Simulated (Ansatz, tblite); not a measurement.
# W(NH)2Br2 (Br₂H₂N₂W): removing and adding an electron, part 1 of 2

What does removing or adding an electron cost or gain for W(NH)2Br2 (Br₂H₂N₂W)? Each charged state is run at several levels.

The runs use Ansatz 0.2.0, Gaussian basis; as each input shows.

The runs, in order: charge +1 doublet, at the geometry of the singlet (PBE0-D4/def2-TZVP, PBE-D4/def2-TZVP, r2SCANh-D4/def2-TZVP, CCSD(T)/def2-SVP); charge -1 doublet, at the geometry of the singlet (PBE0-D4/def2-TZVPD, PBE-D4/def2-TZVPD, r2SCANh-D4/def2-TZVPD); charge -1 doublet, relaxed (PBE0-D4/def2-TZVPD, PBE-D4/def2-TZVPD); the starting singlet's energies come from earlier runs.

2 further runs of the same task are left out: 2 set aside as unsound or not needed.

### 1 The structure

The singlet was relaxed beforehand with PBE-D4/def2-SVP.

7 atoms, charge 0, spin multiplicity 1.

Atoms are counted from 1 here; the program's logs count them from 0.

Bond lengths: W1–N2 1.757 Å, W1–N4 1.757 Å, W1–Br6 2.450 Å, W1–Br7 2.450 Å, N2–H3 1.025 Å, N4–H5 1.025 Å. Angles: N2–W1–N4 109.8°, N2–W1–Br6 107.3°, N2–W1–Br7 107.3°, N4–W1–Br6 107.3°, N4–W1–Br7 107.3°, Br6–W1–Br7 117.7°, W1–N2–H3 154.5°, W1–N4–H5 154.5°.

Formally the metal is d0. W takes a core potential in the def2 sets. No spin-orbit coupling is included.

### 2 Charge +1 doublet at the fixed geometry, PBE0-D4/def2-TZVP

The input, in.yaml:

```yaml
crystal:
  periodic: [false, false, false]
  atoms:
    - {symbol: W, position_ang: [-0.384454, 0.005615, -0.270078]}
    - {symbol: N, position_ang: [-0.385123, -0.014088, 1.486856]}
    - {symbol: H, position_ang: [0.055353, -0.027444, 2.412242]}
    - {symbol: N, position_ang: [1.268369, 0.001217, -0.866146]}
    - {symbol: H, position_ang: [2.288361, -0.006763, -0.765744]}
    - {symbol: Br, position_ang: [-1.407203, 2.117366, -0.975052]}
    - {symbol: Br, position_ang: [-1.435303, -2.075902, -1.022079]}
basis:
  gaussian: {orbitals: def2-TZVP}
total_charge: 1
magnetization: {spin_polarized: true, initial_magnetization: 1}
hamiltonian: {xc: pbe0, dispersion: d4}
scf: {omitted_lower_state_checks: [starts]}
output: {orbitals: {seedname: orbitals}}
```

Launch:

```bash
$ ansatz run in.yaml --threads 2 --pin off --events-out ev --progress --plain --max-ram 22528MiB --backend cpu
```

Output:

```text
Functional definition: PBE0
  name "PBE0"
  cite "Adamo & Barone, J. Chem. Phys. 110, 6158 (1999) doi:10.1063/1.478522"
  cite "Perdew, Burke & Ernzerhof, Phys. Rev. Lett. 77, 3865 (1996) doi:10.1103/PhysRevLett.77.3865"
  parent pbe
  parameter a = 0.25
  parameter kappa = 0.804
  parameter beta = 0.06672455060314922
  exchange = (1 - a)*pbe_x(kappa = kappa, mu = beta*pi^2/3) + a*exact_x
  correlation = pbe_c(beta = beta)
these checks for a lower state are left out or cut short: starts
1624 factors; their error is unknown
mean field evaluation 1: about -144878.8635 eV, gradient 8.1e1 eV
mean field evaluation 2: about -144683.4117 eV, gradient 1.9e2 eV
mean field evaluation 4: about -144898.6408 eV, gradient 3.8e1 eV
mean field evaluation 8: about -144905.9536 eV, gradient 1.2e0 eV
mean field evaluation 16: about -144906.8550 eV, gradient 1.8e-2 eV
mean field evaluation 32: about -144906.6121 eV, gradient 7.7e0 eV
mean field -144907.09924081 eV, -5325.2376755401 hartree, gradient 3.1e-6 eV, S^2 0.806008; 0 other end points of the search recorded, 0 dependent functions left out
reference -144907.09926930 eV, -5325.2376765870 hartree; 50, 49 occupied and 160, 161 virtual orbitals, 1624 factors
Total energy: -144907.31624159 eV, -5325.2456501716 hartree
Checks for a lower state left out: starts
```

Wall time 53 s (2 threads of AMD EPYC 7R13, shared host); peak memory 1.7 GiB.

Report: HOMO -13.11 eV, LUMO -11.48 eV (over both spins); ⟨S²⟩ 0.806 (pure: 0.75).

### 3 Charge +1 doublet at the fixed geometry, PBE-D4/def2-TZVP

start.molden holds the orbitals of an earlier run on this state, given as this run's starting guess.

in.yaml, as its differences from that of step 2:

```diff
@@ -11,6 +11,6 @@
 basis:
-  gaussian: {orbitals: def2-TZVP}
+  gaussian: {orbitals: def2-TZVP, initial_orbitals: start.molden}
 total_charge: 1
 magnetization: {spin_polarized: true, initial_magnetization: 1}
-hamiltonian: {xc: pbe0, dispersion: d4}
+hamiltonian: {xc: pbe, dispersion: d4}
 scf: {omitted_lower_state_checks: [starts]}
```

The command is unchanged.

Output:

```text
Functional definition: PBE
  name "PBE"
  cite "Perdew, Burke & Ernzerhof, Phys. Rev. Lett. 77, 3865 (1996) doi:10.1103/PhysRevLett.77.3865"
  parent pbe
  parameter kappa = 0.804
  parameter beta = 0.06672455060314922
  exchange = pbe_x(kappa = kappa, mu = beta*pi^2/3)
  correlation = pbe_c(beta = beta)
these checks for a lower state are left out or cut short: starts
1474 factors; their error is unknown
mean field evaluation 1: about -144904.4332 eV, gradient 9.8e0 eV
mean field evaluation 2: about -144904.6622 eV, gradient 4.6e-1 eV
mean field evaluation 4: about -144904.6166 eV, gradient 1.9e-1 eV
mean field evaluation 8: about -144904.6167 eV, gradient 2.6e-5 eV
mean field evaluation 16: about -144904.6167 eV, gradient 9.4e-7 eV
mean field -144904.61668339 eV, -5325.1464432377 hartree, gradient 9.4e-7 eV, S^2 0.760704; 0 other end points of the search recorded, 0 dependent functions left out
reference -144904.61672133 eV, -5325.1464446318 hartree; 50, 49 occupied and 160, 161 virtual orbitals, 1474 factors
Total energy: -144904.86617591 eV, -5325.1556119187 hartree
Checks for a lower state left out: starts
```

Wall time 8.6 s (2 threads of AMD EPYC 7R13, shared host).

From the report: HOMO -12.15 eV, LUMO -12.00 eV (over both spins); ⟨S²⟩ 0.761 (pure: 0.75).

### 4 Charge +1 doublet at the fixed geometry, r2SCANh-D4/def2-TZVP

in.yaml, as its differences from that of step 3:

```diff
@@ -14,3 +14,3 @@
 magnetization: {spin_polarized: true, initial_magnetization: 1}
-hamiltonian: {xc: pbe, dispersion: d4}
+hamiltonian: {xc: {name: r2SCANh}, dispersion: d4}
 scf: {omitted_lower_state_checks: [starts]}
```

Same command.

Output:

```text
Functional definition: r2SCANh
  name "r2SCANh"
  cite "Bursch, Neugebauer, Ehlert & Grimme, J. Chem. Phys. 156, 134105 (2022) doi:10.1063/5.0086040"
  cite "Furness, Kaplan, Ning, Perdew & Sun, J. Phys. Chem. Lett. 11, 8208 (2020) doi:10.1021/acs.jpclett.0c02405"
  cite "Furness, Kaplan, Ning, Perdew & Sun, J. Phys. Chem. Lett. 11, 9248 (2020) doi:10.1021/acs.jpclett.0c03077"
  parent r2scan
  parameter a = 0.1
  parameter k0 = 0.174
  parameter k1 = 0.065
  parameter a1 = 4.9479
  exchange = (1 - a)*r2scan_x(k0 = k0, k1 = k1, a1 = a1) + a*exact_x
  correlation = r2scan_c
these checks for a lower state are left out or cut short: starts
1504 factors; their error is unknown
mean field evaluation 1: about -144924.6376 eV, gradient 5.7e0 eV
mean field evaluation 2: about -144924.6725 eV, gradient 5.5e-2 eV
mean field evaluation 4: about -144924.9899 eV, gradient 6.0e-4 eV
mean field evaluation 8: about -144924.9899 eV, gradient 5.0e-5 eV
mean field -144924.98991505 eV, -5325.8951456916 hartree, gradient 1.3e-5 eV, S^2 0.806909; 0 other end points of the search recorded, 0 dependent functions left out
reference -144924.98992679 eV, -5325.8951461231 hartree; 50, 49 occupied and 160, 161 virtual orbitals, 1504 factors
Total energy: -144925.05306512 eV, -5325.8974664138 hartree
Checks for a lower state left out: starts
```

Run time: 30 s. Hardware: 2 threads of AMD EPYC 7R13, shared host; peak memory 1.2 GiB.

From the report: HOMO -12.75 eV, LUMO -11.79 eV (over both spins); ⟨S²⟩ 0.807 (pure: 0.75).

### 5 Charge +1 doublet at the fixed geometry, CCSD(T)/def2-SVP

in.yaml, as its differences from that of step 4:

```diff
@@ -11,7 +11,7 @@
 basis:
-  gaussian: {orbitals: def2-TZVP, initial_orbitals: start.molden}
+  gaussian: {orbitals: def2-SVP, initial_orbitals: start.molden}
 total_charge: 1
 magnetization: {spin_polarized: true, initial_magnetization: 1}
-hamiltonian: {xc: {name: r2SCANh}, dispersion: d4}
-scf: {omitted_lower_state_checks: [starts]}
+correlation: {method: ccsd_t}
+scf: {omitted_lower_state_checks: [starts, cluster_reference]}
 output: {orbitals: {seedname: orbitals}}
```

Launch:

```bash
$ ansatz run in.yaml --threads 2 --pin off --events-out ev --progress --plain --max-ram 22528MiB --backend cuda --devices 0, --max-vram 18GiB
```

Output:

```text
Functional definition: HF
  name "HF"
  cite "Fock, Z. Phys. 61, 126 (1930) doi:10.1007/BF01340294"
  parent pbe
  exchange = exact_x
  correlation = 0
these checks for a lower state are left out or cut short: starts, cluster_reference
1313 factors; integrals over basis functions are off by at most 8.8e-4 eV
mean field evaluation 1: about -144771.6342 eV, gradient 2.5e1 eV
mean field evaluation 2: about -144773.6346 eV, gradient 2.6e0 eV
mean field evaluation 4: about -144773.9285 eV, gradient 1.1e-1 eV
mean field evaluation 8: about -144774.0082 eV, gradient 5.7e-6 eV
mean field -144774.00821892 eV, -5320.3466706981 hartree, gradient 4.4e-6 eV, S^2 1.385190; 0 other end points of the search recorded, 0 dependent functions left out
20 core orbitals not correlated: weight in the atoms' cores, before any rotation towards them, 1.000 or more for the frozen orbitals, at most 0.000 for the correlated occupied ones
reference -144774.00821892 eV, -5320.3466706981 hartree; 30, 29 occupied and 84, 85 virtual orbitals, 1313 factors
second order -29.64968517 eV of doubles, -0.00000000 eV of singles
cycle   1  -27.96841504 eV  change     1.7e0 eV  update   2.5e-1
cycle   2  -29.22087039 eV  change    -1.3e0 eV  update   1.2e-1
cycle   3  -29.75720807 eV  change   -5.4e-1 eV  update   7.6e-2
cycle   4  -29.92820120 eV  change   -1.7e-1 eV  update   4.3e-2
cycle   5  -29.96257170 eV  change   -3.4e-2 eV  update   2.2e-2
cycle   6  -29.98590064 eV  change   -2.3e-2 eV  update   1.1e-2
cycle   7  -30.01221251 eV  change   -2.6e-2 eV  update   8.2e-3
cycle   8  -30.01074375 eV  change    1.5e-3 eV  update   5.5e-3
cycle   9  -30.01734576 eV  change   -6.6e-3 eV  update   3.7e-3
cycle  10  -30.01521215 eV  change    2.1e-3 eV  update   1.9e-3
cycle  11  -30.01370986 eV  change    1.5e-3 eV  update   9.0e-4
cycle  12  -30.01505227 eV  change   -1.3e-3 eV  update   4.5e-4
cycle  13  -30.01440525 eV  change    6.5e-4 eV  update   1.8e-4
cycle  14  -30.01483025 eV  change   -4.3e-4 eV  update   1.0e-4
cycle  15  -30.01486467 eV  change   -3.4e-5 eV  update   4.2e-5
perturbative correction -1.42140777 eV, -0.0522357722 hartree
Total energy: -144805.44449137 eV, -5321.5019324021 hartree
Checks for a lower state left out: starts, cluster_reference
```

Run time: 6.5 s. Hardware: 1 × H100 (card shared with other runs) with 2 threads of AMD EPYC 7R13, shared host; peak host memory 0.93 GiB.

Hartree-Fock HOMO -15.64 eV, LUMO -6.82 eV (over both spins); ⟨S²⟩ 1.385 (pure: 0.75); T1 0.044. Doubts: spin contamination.

### 6 Vertical ionisation energy

Charged state less starting state, singlet to doublet; the starting state's energies are those of its earlier runs.

```
               level  vertical ionisation energy (eV)  time
        HF/def2-SVP†                            +8.62      
    PBE-D4/def2-TZVP                            +9.41  13 s
r2SCANh-D4/def2-TZVP                            +9.71  39 s
   PBE0-D4/def2-TZVP                            +9.80  59 s
       MP2/def2-SVP†                           +11.80      
      CCSD/def2-SVP†                            +9.83      
   CCSD(T)/def2-SVP†                            +9.86  14 s
```

Times add the two runs; a level without a time comes out of a correlated run. † marks a level with a doubtful state (flagged, unstable, out of aufbau order, or strongly spin-contaminated); such levels are left out of the summary. CCSD(T)/def2-SVP is no safe reference here (restricted state is unstable towards broken spin symmetry, spin contamination).

Beside −ε(HOMO) of the starting state:

```
               level  −ε(HOMO) (eV)  by difference (eV)  mismatch (eV)
    PBE-D4/def2-TZVP           6.79                9.41          -2.62
r2SCANh-D4/def2-TZVP           7.58                9.71          -2.13
   PBE0-D4/def2-TZVP           8.08                9.80          -1.72
```

### 7 Charge -1 doublet at the fixed geometry, PBE0-D4/def2-TZVPD

in.yaml, as its differences from that of step 5:

```diff
@@ -11,7 +11,7 @@
 basis:
-  gaussian: {orbitals: def2-SVP, initial_orbitals: start.molden}
-total_charge: 1
+  gaussian: {orbitals: def2-TZVPD}
+total_charge: -1
 magnetization: {spin_polarized: true, initial_magnetization: 1}
-correlation: {method: ccsd_t}
-scf: {omitted_lower_state_checks: [starts, cluster_reference]}
+hamiltonian: {xc: pbe0, dispersion: d4}
+scf: {omitted_lower_state_checks: [starts]}
 output: {orbitals: {seedname: orbitals}}
```

Launch:

```bash
$ ansatz run in.yaml --threads 2 --pin off --events-out ev --progress --plain --max-ram 22528MiB --backend cpu
```

Output:

```text
Functional definition: PBE0
  name "PBE0"
  cite "Adamo & Barone, J. Chem. Phys. 110, 6158 (1999) doi:10.1063/1.478522"
  cite "Perdew, Burke & Ernzerhof, Phys. Rev. Lett. 77, 3865 (1996) doi:10.1103/PhysRevLett.77.3865"
  parent pbe
  parameter a = 0.25
  parameter kappa = 0.804
  parameter beta = 0.06672455060314922
  exchange = (1 - a)*pbe_x(kappa = kappa, mu = beta*pi^2/3) + a*exact_x
  correlation = pbe_c(beta = beta)
these checks for a lower state are left out or cut short: starts
1820 factors; their error is unknown
mean field evaluation 1: about -144905.2399 eV, gradient 5.6e1 eV
mean field evaluation 2: about -144789.3650 eV, gradient 1.7e2 eV
mean field evaluation 4: about -144916.5251 eV, gradient 1.3e1 eV
mean field evaluation 8: about -144917.4359 eV, gradient 2.2e-1 eV
mean field evaluation 16: about -144918.0908 eV, gradient 6.8e-3 eV
mean field -144918.09075664 eV, -5325.6416062965 hartree, gradient 1.1e-5 eV, S^2 0.756460; 0 other end points of the search recorded, 0 dependent functions left out
reference -144918.09081536 eV, -5325.6416084546 hartree; 51, 50 occupied and 198, 199 virtual orbitals, 1820 factors
Total energy: -144918.33483258 eV, -5325.6505759221 hartree
Checks for a lower state left out: starts
```

Run time: 25 s. Hardware: 2 threads of AMD EPYC 7R13, shared host; peak memory 1.4 GiB.

HOMO 0.40 eV, LUMO 3.19 eV (over both spins); ⟨S²⟩ 0.756 (pure: 0.75). Doubts: highest occupied level lies above zero.

### 8 Charge -1 doublet at the fixed geometry, PBE-D4/def2-TZVPD

in.yaml, as its differences from that of step 7:

```diff
@@ -11,6 +11,6 @@
 basis:
-  gaussian: {orbitals: def2-TZVPD}
+  gaussian: {orbitals: def2-TZVPD, initial_orbitals: start.molden}
 total_charge: -1
 magnetization: {spin_polarized: true, initial_magnetization: 1}
-hamiltonian: {xc: pbe0, dispersion: d4}
+hamiltonian: {xc: pbe, dispersion: d4}
 scf: {omitted_lower_state_checks: [starts]}
```

Launched as before.

Output:

```text
Functional definition: PBE
  name "PBE"
  cite "Perdew, Burke & Ernzerhof, Phys. Rev. Lett. 77, 3865 (1996) doi:10.1103/PhysRevLett.77.3865"
  parent pbe
  parameter kappa = 0.804
  parameter beta = 0.06672455060314922
  exchange = pbe_x(kappa = kappa, mu = beta*pi^2/3)
  correlation = pbe_c(beta = beta)
these checks for a lower state are left out or cut short: starts
1646 factors; their error is unknown
mean field evaluation 1: about -144914.8043 eV, gradient 9.7e0 eV
mean field evaluation 2: about -144914.9741 eV, gradient 2.5e-1 eV
mean field evaluation 4: about -144914.9542 eV, gradient 9.3e-3 eV
mean field -144914.95418657 eV, -5325.5263394725 hartree, gradient 4.4e-5 eV, S^2 0.753887; 0 other end points of the search recorded, 0 dependent functions left out
reference -144914.95426036 eV, -5325.5263421841 hartree; 51, 50 occupied and 198, 199 virtual orbitals, 1646 factors
Total energy: -144915.23457408 eV, -5325.5366435235 hartree
Checks for a lower state left out: starts
```

It took 11 s on 2 threads of AMD EPYC 7R13, shared host.

Report: HOMO 1.57 eV, LUMO 2.42 eV (over both spins); ⟨S²⟩ 0.754 (pure: 0.75). Doubts: highest occupied level lies above zero.

### 9 Charge -1 doublet at the fixed geometry, r2SCANh-D4/def2-TZVPD

in.yaml, as its differences from that of step 8:

```diff
@@ -14,3 +14,3 @@
 magnetization: {spin_polarized: true, initial_magnetization: 1}
-hamiltonian: {xc: pbe, dispersion: d4}
+hamiltonian: {xc: {name: r2SCANh}, dispersion: d4}
 scf: {omitted_lower_state_checks: [starts]}
```

The command is unchanged.

Output:

```text
Functional definition: r2SCANh
  name "r2SCANh"
  cite "Bursch, Neugebauer, Ehlert & Grimme, J. Chem. Phys. 156, 134105 (2022) doi:10.1063/5.0086040"
  cite "Furness, Kaplan, Ning, Perdew & Sun, J. Phys. Chem. Lett. 11, 8208 (2020) doi:10.1021/acs.jpclett.0c02405"
  cite "Furness, Kaplan, Ning, Perdew & Sun, J. Phys. Chem. Lett. 11, 9248 (2020) doi:10.1021/acs.jpclett.0c03077"
  parent r2scan
  parameter a = 0.1
  parameter k0 = 0.174
  parameter k1 = 0.065
  parameter a1 = 4.9479
  exchange = (1 - a)*r2scan_x(k0 = k0, k1 = k1, a1 = a1) + a*exact_x
  correlation = r2scan_c
these checks for a lower state are left out or cut short: starts
1680 factors; their error is unknown
mean field evaluation 1: about -144935.5581 eV, gradient 5.8e0 eV
mean field evaluation 2: about -144935.5939 eV, gradient 5.7e-2 eV
mean field evaluation 4: about -144935.8400 eV, gradient 2.7e-4 eV
mean field -144935.84003763 eV, -5326.2938803420 hartree, gradient 2.4e-5 eV, S^2 0.758475; 0 other end points of the search recorded, 0 dependent functions left out
reference -144935.84008303 eV, -5326.2938820104 hartree; 51, 50 occupied and 198, 199 virtual orbitals, 1680 factors
Total energy: -144935.91175066 eV, -5326.2965157474 hartree
Checks for a lower state left out: starts
```

Wall time 29 s (2 threads of AMD EPYC 7R13, shared host); peak memory 1.4 GiB.

Report: HOMO 0.87 eV, LUMO 3.07 eV (over both spins); ⟨S²⟩ 0.758 (pure: 0.75). Doubts: highest occupied level lies above zero.

### 10 Vertical electron affinity

Starting state less charged state (positive: the electron is bound), singlet to doublet; the starting state's energies are those of its earlier runs.

```
                level  vertical electron affinity (eV)  time
    PBE-D4/def2-TZVPD                            +0.90  17 s
r2SCANh-D4/def2-TZVPD                            +1.10  42 s
   PBE0-D4/def2-TZVPD                            +1.17  34 s
```

Times add the two runs; a level without a time comes out of a correlated run.

Beside −ε(LUMO) of the starting state:

```
                level  −ε(LUMO) (eV)  by difference (eV)  mismatch (eV)
    PBE-D4/def2-TZVPD           3.38                0.90          +2.48
r2SCANh-D4/def2-TZVPD           3.05                1.10          +1.95
   PBE0-D4/def2-TZVPD           2.70                1.17          +1.53
```

(Continued in part 2 of 2.)
